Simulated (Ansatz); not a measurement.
**C₅H₄FLi: small, medium and large basis sets**

How large a basis does C₅H₄FLi need? Two functionals are run in growing sets.

Computed with Ansatz 0.2.0, Gaussian basis. Level: one geometry, several basis sets.

Plan: PBE0-D4/def2-SVP; ωB97M-V/def2-SVP; PBE0-D4/def2-QZVPP; ωB97M-V/def2-QZVPP; the functionals' def2-TZVPP values are taken from earlier runs.

## (1) Structure used throughout

An earlier PBE0-D4 in a triple-zeta def2 set relaxation fixed the geometry.

SMILES `F[C@@]12[C@H]3[C@H]4[C@H]5[C@@H]1[Li]4532`, 11 atoms, charge 0, spin multiplicity 1.

Atoms are counted from 1 here; the program's logs count them from 0.

Bond lengths: F1–C2 1.343 Å, C2–C3 1.402 Å, C2–C6 1.402 Å, C2–Li7 2.117 Å, C3–C4 1.420 Å, C3–Li7 2.107 Å, C3–H8 1.080 Å, C4–C5 1.407 Å, C4–Li7 2.073 Å, C4–H9 1.081 Å, C5–C6 1.420 Å, C5–Li7 2.073 Å, C5–H10 1.081 Å, C6–Li7 2.107 Å, C6–H11 1.080 Å. Angles: F1–C2–C3 124.7°, F1–C2–C6 124.7°, F1–C2–Li7 126.1°, C3–C2–C6 110.5°, C3–C2–Li7 70.2°, C6–C2–Li7 70.2°, C2–C3–C4 106.3°, C2–C3–Li7 71.0°, C2–C3–H8 126.2°, C4–C3–Li7 68.9°, C4–C3–H8 127.4°, Li7–C3–H8 127.2°, C3–C4–C5 108.4°, C3–C4–Li7 71.4°, C3–C4–H9 125.5°, C5–C4–Li7 70.2°, C5–C4–H9 126.1°, Li7–C4–H9 125.4° and more.

## (2) PBE0-D4 in def2-SVP

Contents of in.yaml:

```yaml
crystal:
  periodic: [false, false, false]
  atoms:
    - {symbol: F, position_ang: [-1.589168, -1.762916, -0.796396]}
    - {symbol: C, position_ang: [-0.792494, -0.785637, -0.332501]}
    - {symbol: C, position_ang: [-0.069425, -0.846552, 0.866574]}
    - {symbol: C, position_ang: [0.612633, 0.392815, 0.984038]}
    - {symbol: C, position_ang: [0.312189, 1.174327, -0.146430]}
    - {symbol: C, position_ang: [-0.561436, 0.433238, -0.984635]}
    - {symbol: Li, position_ang: [1.275612, -0.566208, -0.730454]}
    - {symbol: H, position_ang: [-0.079934, -1.659953, 1.576926]}
    - {symbol: H, position_ang: [1.236087, 0.689215, 1.815409]}
    - {symbol: H, position_ang: [0.663761, 2.178000, -0.338175]}
    - {symbol: H, position_ang: [-1.007835, 0.753662, -1.914357]}
basis:
  gaussian: {orbitals: def2-SVP}
hamiltonian: {xc: pbe0, dispersion: d4}
output: {orbitals: {seedname: orbitals}}
```

Run with:

```sh
> ansatz run in.yaml --threads 4 --pin off --events-out ev --progress --plain --max-ram 10444MiB
```

Further steps of the session: ωB97M-V in def2-SVP; PBE0-D4 in def2-QZVPP; ωB97M-V in def2-QZVPP.

Before running them: what should the planned runs give, taken together? Wanted: PBE0-D4: double and triple zeta above quadruple; ωB97M-V: double and triple zeta above quadruple.

The runs gave:

| quantity | value |
| --- | --- |
| PBE0-D4: double and triple zeta above quadruple | 9.50, 0.44 eV |
| ωB97M-V: double and triple zeta above quadruple | 9.77, 0.41 eV |

What this shows: For PBE0-D4 the step from double to triple zeta gains 9.06 eV and the next only 0.44 eV. These are total energies; as a rule much of such shifts cancels in differences, which this series doesn't test.
